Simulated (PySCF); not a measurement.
# One shape, several levels: BBr2F (dibromofluoroborane)

Wanted: a comparison of 5 runs (HF/STO-3G, HF/def2-SVP, r2SCAN/cc-pVDZ, B3LYP/6-31G*, PBE/def2-SVP) of BBr2F (dibromofluoroborane). The job is set up through a Python script.

The results are computed with PySCF 2.14.0.

### Step 1. The system as given

BBr2F: 4 atoms, total charge 0, spin state singlet. As SMILES, `FB(Br)Br`. The coordinates come from a PBE0-D4/def2-TZVP relaxation.

Bond lengths: F1–B2 1.307 Å, B2–Br3 1.901 Å, B2–Br4 1.901 Å. Angles: F1–B2–Br3 119.1°, F1–B2–Br4 119.1°, Br3–B2–Br4 121.7°.

### Step 2. Energy and forces at HF/STO-3G (run 1)

File job.py:

```python
# FB(Br)Br
import pyscf.grad
from pyscf import gto, scf

mol = gto.Mole()
mol.atom = '''
F      2.487919     0.880537     0.688560
B      0.234250     0.082713     0.064553
Br    -0.912813    -3.079158     1.325548
Br    -1.809356     2.115907    -2.078661
'''
mol.max_memory = 1860
mol.basis = 'sto-3g'
mol.unit = 'bohr'
mol.verbose = 4
mol.build()

mf = scf.RHF(mol)
mf.conv_tol = 1e-10
mf.kernel()
if not mf.converged:
    mf = mf.newton().run(mf.mo_coeff, mf.mo_occ)

etot = mf.e_tot
print(f'total energy: {etot:.8f} hartree')
grad = mf.Gradients().kernel()
mf.analyze()
```

Command:

```sh
$ OMP_NUM_THREADS=1 python job.py
```

What it wrote:

```text
PySCF version 2.14.0

[... 70 lines left out ...]
Nuclear Repulsion Energy =             430.663018884335486
[... 11 lines left out ...]
MO #6   energy= -57.7674585501172  occ= 2
[... 9 lines left out ...]
MO #16  energy= -6.91376217852022  occ= 2
[... 9 lines left out ...]
MO #26  energy= -2.26563576198792  occ= 2
[... 9 lines left out ...]
MO #36  energy= -0.577376688677329 occ= 2
[... 9 lines left out ...]
MO #46  energy= 0.690150834301253  occ= 0
[... 53 lines left out ...]
Dipole moment(X, Y, Z, Debye):  0.74123,  0.26183,  0.20451
```

Wall time 2.6 s (1 thread of Arm Neoverse V1, shared host); peak memory 0.12 GiB.

### Step 3. Energy and forces at HF/def2-SVP (run 2)

File run.py:

```python
from pyscf import gto

system = gto.M(
    atom=[
    ('F', (1.316550, 0.465960, 0.364370)),
    ('B', (0.123960, 0.043770, 0.034160)),
    ('Br', (-0.483040, -1.629420, 0.701450)),
    ('Br', (-0.957470, 1.119690, -1.099980)),
],
    verbose=4,
    max_memory=1860,
    basis='def2-svp',
    spin=0,
)

myscf = system.RHF()
myscf.conv_tol = 1e-10
myscf.kernel()
if not myscf.converged:
    myscf = myscf.newton().run(myscf.mo_coeff, myscf.mo_occ)

etot = myscf.e_tot
print('E(%s) = %.9f' % ('HF', etot))
grad = myscf.nuc_grad_method().kernel()
myscf.analyze()
```

Command:

```sh
$ OMP_NUM_THREADS=1 python run.py
```

What it wrote:

```text
PySCF version 2.14.0

[... 87 lines left out ...]
MO #7   energy= -58.5345464750802  occ= 2
[... 16 lines left out ...]
MO #24  energy= -3.2103835308063   occ= 2
[... 16 lines left out ...]
MO #41  energy= -0.437379875006492 occ= 2
[... 16 lines left out ...]
MO #58  energy= 0.723944390629872  occ= 0
[... 16 lines left out ...]
MO #75  energy= 1.73280040569706   occ= 0
[... 16 lines left out ...]
MO #92  energy= 4.23048852717631   occ= 0
[... 99 lines left out ...]
Dipole moment(X, Y, Z, Debye): -0.27190, -0.09664, -0.07570
```

Run time: 8.1 s. Hardware: 1 thread of Arm Neoverse V1, shared host; peak memory 0.18 GiB.

Run 3 isn't shown in full; the table further down has it.

### Step 4. Energy and forces at B3LYP/6-31G(d) (spherical functions) (run 4)

File run.py:

```python
import pyscf.grad
from pyscf import gto, dft

molecule = gto.M(
    atom='''
F      2.487919     0.880537     0.688560
B      0.234250     0.082713     0.064553
Br    -0.912813    -3.079158     1.325548
Br    -1.809356     2.115907    -2.078661
''',
    verbose=4,
    max_memory=1860,
    basis='6-31g*',
    charge=0,
    unit='bohr',
)

mf = dft.RKS(molecule, xc='b3lyp')
mf.conv_tol = 1e-10
mf.grids.level = 5
mf.kernel()
if not mf.converged:
    mf = mf.newton().run(mf.mo_coeff, mf.mo_occ)

e_tot = mf.e_tot
print('E(%s) = %.9f' % ('B3LYP', e_tot))
grad = mf.Gradients().kernel()
mf.analyze()
```

Command:

```sh
$ OMP_NUM_THREADS=1 python run.py
```

What it wrote:

```text
PySCF version 2.14.0

[... 100 lines left out ...]
MO #7   energy= -56.3495725177355  occ= 2
[... 16 lines left out ...]
MO #24  energy= -2.65067346355371  occ= 2
[... 16 lines left out ...]
MO #41  energy= -0.318360469525814 occ= 2
[... 16 lines left out ...]
MO #58  energy= 0.513535787613461  occ= 0
[... 16 lines left out ...]
MO #75  energy= 1.58118520278402   occ= 0
[... 16 lines left out ...]
MO #92  energy= 4.94981999537116   occ= 0
[... 99 lines left out ...]
Dipole moment(X, Y, Z, Debye): -0.00695, -0.00277, -0.00222
```

Wall time 35 s (1 thread of Arm Neoverse V1, shared host); peak memory 0.9 GiB.

### Step 5. Energy and forces at PBE/def2-SVP (run 5)

File job.py:

```python
from pyscf import gto, dft

mol = gto.M(
    atom='''
F        1.316550       0.465960       0.364370
B        0.123960       0.043770       0.034160
Br      -0.483040      -1.629420       0.701450
Br      -0.957470       1.119690      -1.099980
''',
    max_memory=1860,
    basis='def2-svp',
    verbose=4,
    spin=0,
    charge=0,
)

mf = dft.RKS(mol)
mf.xc = 'pbe'
mf.conv_tol = 1e-10
mf.grids.level = 5
mf.kernel()
if not mf.converged:
    mf = mf.newton().run(mf.mo_coeff, mf.mo_occ)

e_final = mf.e_tot
print('E = %.10f Eh' % e_final)
grad = mf.nuc_grad_method().kernel()
mf.analyze()
```

Command:

```sh
$ OMP_NUM_THREADS=1 python job.py
```

What it wrote:

```text
PySCF version 2.14.0

[... 103 lines left out ...]
MO #7   energy= -55.7259094544426  occ= 2
[... 16 lines left out ...]
MO #24  energy= -2.50260011072823  occ= 2
[... 16 lines left out ...]
MO #41  energy= -0.279098658514874 occ= 2
[... 16 lines left out ...]
MO #58  energy= 0.482095731618447  occ= 0
[... 16 lines left out ...]
MO #75  energy= 1.37370785007675   occ= 0
[... 16 lines left out ...]
MO #92  energy= 3.68986262874787   occ= 0
[... 99 lines left out ...]
Dipole moment(X, Y, Z, Debye): -0.20448, -0.07260, -0.05677
```

Run time: 26 s. Hardware: 1 thread of Arm Neoverse V1, shared host; peak memory 0.89 GiB.

### Step 6. All runs side by side

| run | level | integration grid | energy (Eh) | dipole moment (D) | HOMO energy (eV) | LUMO energy (eV) | wall time |
| --- | --- | --- | --- | --- | --- | --- | --- |
| 1 | HF/STO-3G | – | -5211.890257 | 0.81 | -8.88 | 6.41 | 2.6 s |
| 2 | HF/def2-SVP | – | -5268.359287 | 0.30 | -11.54 | 2.58 | 8.1 s |
| 3 | r2SCAN/cc-pVDZ | 5 | -5272.998762 | 0.14 | -7.55 | -1.78 | 42 s |
| 4 | B3LYP/6-31G* (spherical functions) | 5 | -5272.564512 | 0.01 | -8.24 | -1.31 | 35 s |
| 5 | PBE/def2-SVP | 5 | -5271.511822 | 0.22 | -7.13 | -2.05 | 26 s |

### Step 7. Results

```
                       quantity           value
            run 5: total energy  -5271.51182 Eh
           run 5: dipole moment          0.22 D
             run 5: HOMO energy        -7.13 eV
             run 5: LUMO energy        -2.05 eV
           run 5: HOMO–LUMO gap         5.08 eV
run 5: largest force on an atom      0.758 eV/Å
```

In words: The dipole moment (its size) runs from 0.01 D (B3LYP/6-31G*) to 0.81 D (HF/STO-3G). The two ends differ in method and basis. The two dipoles point in opposite directions. The HOMO–LUMO gap runs from 5.08 eV (PBE/def2-SVP) to 15.29 eV (HF/STO-3G). Totals of different functionals can't be ranked against each other. In run 1 the basis is minimal, so the values are rough. All runs together took 1.9 min, the longest 42 s.
